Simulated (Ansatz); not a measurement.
# CH₁₀Si₃: small, medium and large basis sets

Aim: see how fast density functionals converge with the basis set for CH₁₀Si₃.

Computed with Ansatz 0.2.0, Gaussian basis. Level: one geometry, several basis sets.

Levels to be run: PBE0-D4/def2-SVP; ωB97M-V/def2-SVP; PBE0-D4/def2-QZVPP; ωB97M-V/def2-QZVPP; the functionals' def2-TZVPP values are taken from earlier runs.

## 1. The geometry

An earlier PBE0-D4 in a triple-zeta def2 set relaxation fixed the geometry.

SMILES `[SiH3]C([SiH3])[SiH3]`, 14 atoms, charge 0, spin multiplicity 1.

Atoms are counted from 1 here; the program's logs count them from 0.

Bond lengths: Si1–C2 1.874 Å, Si1–H5 1.487 Å, Si1–H6 1.487 Å, Si1–H7 1.489 Å, C2–Si3 1.874 Å, C2–Si4 1.874 Å, C2–H8 1.097 Å, Si3–H9 1.487 Å, Si3–H10 1.489 Å, Si3–H11 1.487 Å, Si4–H12 1.489 Å, Si4–H13 1.487 Å, Si4–H14 1.487 Å. Angles: C2–Si1–H5 109.4°, C2–Si1–H6 110.5°, C2–Si1–H7 111.1°, H5–Si1–H6 108.7°, H5–Si1–H7 108.4°, H6–Si1–H7 108.7°, Si1–C2–Si3 111.0°, Si1–C2–Si4 111.0°, Si1–C2–H8 107.9°, Si3–C2–Si4 111.0°, Si3–C2–H8 107.9°, Si4–C2–H8 107.9°, C2–Si3–H9 109.4°, C2–Si3–H10 111.1°, C2–Si3–H11 110.5°, H9–Si3–H10 108.4°, H9–Si3–H11 108.8°, H10–Si3–H11 108.7° and more.

## 2. PBE0-D4 in def2-SVP

in.yaml reads:

```yaml
crystal:
  periodic: [false, false, false]
  atoms:
    - {symbol: Si, position_ang: [-0.868246, 1.540613, 0.229376]}
    - {symbol: C, position_ang: [-0.407605, -0.211884, -0.247596]}
    - {symbol: Si, position_ang: [1.055709, -0.227911, -1.417795]}
    - {symbol: Si, position_ang: [-0.065587, -1.254599, 1.271187]}
    - {symbol: H, position_ang: [0.099742, 2.048137, 1.238356]}
    - {symbol: H, position_ang: [-2.233998, 1.578912, 0.815842]}
    - {symbol: H, position_ang: [-0.831027, 2.444479, -0.952982]}
    - {symbol: H, position_ang: [-1.263551, -0.653513, -0.773145]}
    - {symbol: H, position_ang: [2.118816, 0.669155, -0.890880]}
    - {symbol: H, position_ang: [1.620998, -1.598866, -1.549146]}
    - {symbol: H, position_ang: [0.650243, 0.251597, -2.765538]}
    - {symbol: H, position_ang: [-1.073495, -0.996344, 2.335951]}
    - {symbol: H, position_ang: [-0.095208, -2.700861, 0.927511]}
    - {symbol: H, position_ang: [1.280311, -0.918215, 1.807857]}
basis:
  gaussian: {orbitals: def2-SVP}
hamiltonian: {xc: pbe0, dispersion: d4}
output: {orbitals: {seedname: orbitals}}
```

Further steps of the session: ωB97M-V in def2-SVP; PBE0-D4 in def2-QZVPP; ωB97M-V in def2-QZVPP.

Before running them: what should the planned runs give, taken together? Wanted: PBE0-D4: double and triple zeta above quadruple; ωB97M-V: double and triple zeta above quadruple.

The runs gave:

```
                                       quantity           value
PBE0-D4: double and triple zeta above quadruple  10.42, 0.88 eV
ωB97M-V: double and triple zeta above quadruple  10.56, 0.81 eV
```

**Reading.** For PBE0-D4 the step from double to triple zeta gains 9.54 eV and the next only 0.88 eV. Total energies overstate the basis error of differences, where much of it tends to cancel. The LUMO of ωB97M-V is positive and keeps falling with the basis (2.13 to 1.20 eV): an unbound level that the basis holds in place.
